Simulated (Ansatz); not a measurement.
# AlH5O2Si: the cost of one run

Method: RKS PBE/6-31G, in Ansatz 0.2.0.

### Step 1. The system as given

Bond lengths: Al1–H2 1.560 Å, Al1–O3 1.780 Å, O3–Si4 1.680 Å, Si4–H5 1.460 Å, Si4–H6 1.460 Å, Si4–H7 1.460 Å, Al1–O8 1.780 Å, O8–H9 1.010 Å. Angles: H2–Al1–O3 120.0°, H2–Al1–O8 120.0°, O3–Al1–O8 120.0°, Al1–O3–Si4 125.0°, O3–Si4–H5 109.5°, O3–Si4–H6 109.5°, O3–Si4–H7 109.5°, H5–Si4–H6 109.4°, H5–Si4–H7 109.4°, H6–Si4–H7 109.4°, Al1–O8–H9 109.5°.

Structure file:

```xyz
9

Al    0.0000    0.0000    0.0000
H     0.0000    0.0000    1.5600
O     1.5415    0.0000   -0.8900
Si    2.3874   -1.3760   -1.3520
H     1.4599   -2.3514   -1.9176
H     3.3882   -1.0195   -2.3535
H     3.0504   -1.9546   -0.1870
O    -1.5415    0.0000   -0.8900
H    -2.0512   -0.8467   -0.6815
```

### Step 2. Preparing the start

The input, input.yaml:

```yaml
crystal:
  periodic: [false, false, false]
  atoms:
    - { symbol: Al, position_ang: [0.0, 0.0, 0.0] }
    - { symbol: H, position_ang: [0.0, 0.0, 1.56] }
    - { symbol: O, position_ang: [1.5415, 0.0, -0.89] }
    - { symbol: Si, position_ang: [2.3874, -1.376, -1.352] }
    - { symbol: H, position_ang: [1.4599, -2.3514, -1.9176] }
    - { symbol: H, position_ang: [3.3882, -1.0195, -2.3535] }
    - { symbol: H, position_ang: [3.0504, -1.9546, -0.187] }
    - { symbol: O, position_ang: [-1.5415, 0.0, -0.89] }
    - { symbol: H, position_ang: [-2.0512, -0.8467, -0.6815] }
basis:
  gaussian: { orbitals: "6-31G" }
hamiltonian:
  xc: pbe
relax:
  f_tol: 0.02
  max_steps: 40
```

The run is started by

```console
$ ansatz run input.yaml --threads 1 --pin off --max-ram 2048MiB --backend cpu --events-out ev --progress --plain --runs-dir out
```

Q: Estimate wall time and peak memory on 1 thread of Arm Neoverse V2, shared host.

About 25 s, with a peak of 0.13 GiB.
